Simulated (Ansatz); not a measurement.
# C₂H₁₀FHfN₃: up Jacob's ladder to CCSD(T)

One table from this session's results is given with a row withheld; the runs are named, their logs left out.

Program: Ansatz 0.2.0, Gaussian basis. Level of theory: functionals in def2-TZVPP, the program's frozen cores in correlated methods. These are calculated values, not measurements.

Levels to be run: LDA (SPW92), PBE-D4, revPBE-D4, BLYP-D4, r2SCAN-D4, B97M-V, PBE0-D4, B3LYP-D4, r2SCANh-D4, r2SCAN0-D4, HSE06-D4, BHLYP-D4, CAM-B3LYP-D4, LC-ωPBE, ωB97X-V, ωB97M-V, B2PLYP, PBE-QIDH; CCSD(T)/def2-SVP; CCSD(T)/def2-TZVPP; MP2/def2-QZVPP; extrapolation to the limit; RPA on PBE.

1 further run of the same task is left out (it didn't finish).

### The geometry

An earlier PBE0-D4 in a triple-zeta def2 set relaxation fixed the geometry. Hf takes the def2 core potential; no spin-orbit term is included.

SMILES `C[N](C)[Hf]([NH2])([NH2])[F]`, 17 atoms, charge 0, spin multiplicity 1.

Atoms are counted from 1 here; the program's logs count them from 0.

Bond lengths: C1–N2 1.445 Å, C1–H8 1.100 Å, C1–H9 1.098 Å, C1–H10 1.100 Å, N2–C3 1.440 Å, N2–Hf4 2.029 Å, C3–H11 1.100 Å, C3–H12 1.091 Å, C3–H13 1.100 Å, Hf4–N5 2.040 Å, Hf4–N6 2.041 Å, Hf4–F7 1.935 Å, N5–H14 1.011 Å, N5–H15 1.010 Å, N6–H16 1.011 Å, N6–H17 1.010 Å. Angles: N2–C1–H8 111.8°, N2–C1–H9 111.2°, N2–C1–H10 112.0°, H8–C1–H9 107.0°, H8–C1–H10 107.6°, H9–C1–H10 107.0°, C1–N2–C3 112.6°, C1–N2–Hf4 115.8°, C3–N2–Hf4 131.5°, N2–C3–H11 111.5°, N2–C3–H12 110.4°, N2–C3–H13 111.6°, H11–C3–H12 108.0°, H11–C3–H13 107.1°, H12–C3–H13 108.0°, N2–Hf4–N5 108.4°, N2–Hf4–N6 105.6°, N2–Hf4–F7 110.4° and more.

As a file:

```
C     0.4846   -1.7926   -0.8662
N     0.4348   -0.3681   -0.6267
C     1.4886    0.3445   -1.3012
Hf   -1.1108    0.2824    0.5158
N    -1.1777    2.3189    0.4081
N    -0.6369   -0.2443    2.4299
F    -2.7705   -0.5177   -0.0770
H     1.4220   -2.2356   -0.4994
H    -0.3366   -2.3109   -0.3545
H     0.3988   -2.0331   -1.9358
H     2.4815    0.0129   -0.9625
H     1.4072    1.4160   -1.1099
H     1.4507    0.1898   -2.3900
H    -1.6641    2.8555   -0.2971
H    -0.8387    2.9534    1.1168
H    -1.2781   -0.2449    3.2115
H     0.2453   -0.6262    2.7382
```

The first run:

in.yaml reads:

```yaml
crystal:
  periodic: [false, false, false]
  atoms:
    - {symbol: C, position_ang: [0.484563, -1.792559, -0.866200]}
    - {symbol: N, position_ang: [0.434829, -0.368100, -0.626658]}
    - {symbol: C, position_ang: [1.488593, 0.344530, -1.301169]}
    - {symbol: Hf, position_ang: [-1.110835, 0.282372, 0.515826]}
    - {symbol: N, position_ang: [-1.177673, 2.318876, 0.408063]}
    - {symbol: N, position_ang: [-0.636934, -0.244277, 2.429940]}
    - {symbol: F, position_ang: [-2.770454, -0.517745, -0.076993]}
    - {symbol: H, position_ang: [1.421992, -2.235633, -0.499429]}
    - {symbol: H, position_ang: [-0.336569, -2.310878, -0.354458]}
    - {symbol: H, position_ang: [0.398780, -2.033103, -1.935822]}
    - {symbol: H, position_ang: [2.481457, 0.012879, -0.962534]}
    - {symbol: H, position_ang: [1.407155, 1.415956, -1.109930]}
    - {symbol: H, position_ang: [1.450716, 0.189832, -2.390044]}
    - {symbol: H, position_ang: [-1.664119, 2.855494, -0.297131]}
    - {symbol: H, position_ang: [-0.838658, 2.953424, 1.116825]}
    - {symbol: H, position_ang: [-1.278135, -0.244879, 3.211489]}
    - {symbol: H, position_ang: [0.245292, -0.626190, 2.738225]}
basis:
  gaussian: {orbitals: def2-TZVPP}
hamiltonian: {xc: lda}
output: {orbitals: {seedname: orbitals}}
```

Steps of the session up to this table: LDA; PBE-D4 (GGA); revPBE-D4 (GGA); BLYP-D4 (GGA); r2SCAN-D4 (meta-GGA); B97M-V (meta-GGA); PBE0-D4 (hybrid); B3LYP-D4 (hybrid); r2SCANh-D4 (hybrid); r2SCAN0-D4 (hybrid); HSE06-D4 (hybrid); BHLYP-D4 (hybrid); CAM-B3LYP-D4 (range-separated); LC-ωPBE (range-separated); ωB97X-V (range-separated); ωB97M-V (range-separated); B2PLYP (double hybrid); PBE-QIDH (double hybrid).

One table of the session follows, with a row left open; its other results are not shown here.

It belongs to the step «Orbital energies across the functionals». 

| functional | HOMO (eV) | gap (eV) |
| --- | --- | --- |
| LDA (SPW92) | -5.19 | 4.34 |
| PBE-D4 | -5.04 | 4.37 |
| revPBE-D4 | -4.98 | 4.41 |
| BLYP-D4 | -4.94 | 4.28 |
| r2SCAN-D4 | -5.26 | 5.09 |
| B97M-V | -5.38 | 4.73 |
| PBE0-D4 | -6.30 | 6.33 |
| B3LYP-D4 | -6.11 | 5.84 |
| r2SCANh-D4 | -5.74 | 5.79 |
| r2SCAN0-D4 | -6.47 | 6.81 |
| HSE06-D4 | -5.90 | 5.58 |
| BHLYP-D4 | ? | ? |
| CAM-B3LYP-D4 | -7.67 | 8.36 |
| LC-ωPBE | -8.98 | 10.83 |
| ωB97X-V | -8.66 | 10.29 |
| ωB97M-V | -8.59 | 9.74 |

Q: Estimate the row for BHLYP-D4 from the others.

Worked estimate for «HOMO (eV)». Against the share of exact exchange, BLYP-D4 (0, -4.94), B3LYP-D4 (0.2, -6.11) give a slope of -5.85 per unit share; at 0.5 the line stands at -7.86.

As computed: HOMO (eV): -7.51; gap (eV): 8.05. In «HOMO (eV)» the line misses by -0.35.
